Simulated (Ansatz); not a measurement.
# Si5P2: the cost of one run

Program: Ansatz 0.2.0. Level of theory: DFT PBE, scalar-relativistic, plane waves, PAW, unless a step names another level. These are calculated values, not measurements.

1 further run of the same task is left out (it didn't finish).

### 1 The structure to begin with

It takes space group P-3m1 (No. 164, trigonal). The conventional cell has a = 3.686 Å, b = 3.686 Å, c = 26.481 Å, α = 90.00°, β = 90.00°, γ = 120.00°. Around Si (site symmetry 3m) lie 3 P at 2.33 Å and 1 Si at 2.35 Å. Around Si (site symmetry 3m) lie 4 Si at 2.30 to 2.35 Å. Around Si (site symmetry 3m) lie 4 Si at 2.30 to 2.36 Å. P (site symmetry 3m) is surrounded by 3 Si at 2.33 Å.

Coordinates:

```
CELL_PARAMETERS angstrom
3.68645 0.00000 0.00000
-1.84323 3.19256 0.00000
0.00000 0.00000 26.48052
ATOMIC_POSITIONS crystal
Si 0.66667 0.33333 0.89479
Si 0.33333 0.66667 0.10521
Si 0.33333 0.66667 0.01639
Si 0.66667 0.33333 0.98361
Si 0.66667 0.33333 0.33379
Si 0.00000 0.00000 0.45542
Si 0.66667 0.33333 0.42262
Si 0.33333 0.66667 0.66621
Si 0.00000 0.00000 0.54458
Si 0.33333 0.66667 0.57738
P 0.00000 0.00000 0.85859
P 0.00000 0.00000 0.14141
P 0.33333 0.66667 0.29754
P 0.66667 0.33333 0.70246
```

It came out lowest among 23 distinct ends of the trial cells. At a tolerance of 0.02 Å it has space group P-3m1 (No. 164).

### 2 Relaxing to 0.001 eV/Å, on the response runs' mesh and smearing

File input.yaml:

```yaml
crystal:
  lattice:
    - [3.6864522153, 0.0, 0.0]
    - [-1.8432261076, 3.1925612683, 0.0]
    - [0.0, 0.0, 26.4805206594]
  atoms:
    - { symbol: Si, position: [0.6666666667, 0.3333333333, 0.8947912187] }
    - { symbol: Si, position: [0.3333333333, 0.6666666667, 0.1052087813] }
    - { symbol: Si, position: [0.3333333333, 0.6666666667, 0.0163864336] }
    - { symbol: Si, position: [0.6666666667, 0.3333333333, 0.9836135664] }
    - { symbol: Si, position: [0.6666666667, 0.3333333333, 0.3337894873] }
    - { symbol: Si, position: [0.0, 0.0, 0.4554232675] }
    - { symbol: Si, position: [0.6666666667, 0.3333333333, 0.4226176433] }
    - { symbol: Si, position: [0.3333333333, 0.6666666667, 0.6662105127] }
    - { symbol: Si, position: [0.0, 0.0, 0.5445767325] }
    - { symbol: Si, position: [0.3333333333, 0.6666666667, 0.5773823567] }
    - { symbol: P, position: [0.0, 0.0, 0.858589372] }
    - { symbol: P, position: [0.0, 0.0, 0.141410628] }
    - { symbol: P, position: [0.3333333333, 0.6666666667, 0.2975403603] }
    - { symbol: P, position: [0.6666666667, 0.3333333333, 0.7024596397] }
basis:
  ecutwfc: 420
kpoints:
  mp_grid: { grid: [12, 12, 1] }
hamiltonian:
  xc: pbe
scf:
  occupations: { method: fixed }
output:
  forces: true
  stress: true
  eigenvalues: true
relax:
  adjacent_minimum: "off"
  f_tol: 0.001
  max_steps: 60
  cell: { stress_tol: 0.01 }
```

Started as:

```console
$ ansatz run input.yaml --threads 3 --pin off --max-ram 7680MiB --backend cpu --events-out ev --progress --plain --runs-dir out
```

Q: Estimate wall time and peak memory on 3 threads of Intel Xeon at 2.50GHz (Skylake/Cascade Lake), shared host.

About 71 s, with a peak of 0.79 GiB.
